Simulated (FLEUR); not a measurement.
VWC2 in FLEUR: the effect of Hubbard term

The system is VWC2.

```xyz
4
Lattice="1.5170 0.8759 4.9339 -1.5170 0.8759 4.9339 0.0000 -1.7517 4.9339" Properties=species:S:1:pos:R:3 pbc="T T T"
W     0.0000    0.0000    0.0000
V     0.0000    0.0000    7.4008
C     0.0000    0.0000    3.6485
C     0.0000    0.0000   11.1532
```

The cell comes from a database or a generator and needn't be the stable form of this composition.

Alike in all runs:

```yaml
Program: FLEUR MaX-R8.1 (later development tree)
Task: single point
Functional: PBEsol
Potentials_or_basis: all-electron
Basis: FLAPW
Kmax: 4.73 1/bohr
k_mesh: 8 × 8 × 8
Occupations: fermi-dirac, width 0.05 eV
Spin: collinear spin, ferromagnetic start
Starting_moments: "[0.0, 2.001, 0.0, 0.0] μB"
Gmax: 14.7 1/bohr
Muffin-tin_radii: W 2.18, V 2.07, C 1.59 bohr
lmax: W 9, V 8, C 8
lnonsphr: W 9, V 8, C 8
Local_orbitals_a_species: W 4, V 4, C 3
Max_iterations: 100
```

```csv
Hubbard term,moment (μB)
V d U = 0.0 eV,0.00
V d U = 2 eV,0.00
V d U = 3 eV,0.36
V d U = 4 eV,0.83
V d U = 5 eV,1.02
V d U = 6 eV,?
```

Q: What does the run with Hubbard term V d U = 6 eV give?

A: Moment 1.23 μB.

Worked out: A parabola through the other rows of the moment, of slope 0.583 μB per eV there, extrapolates to 1.64 μB, against the run's 1.23.

Caveats: the U is typed as a test and isn't derived for this compound.
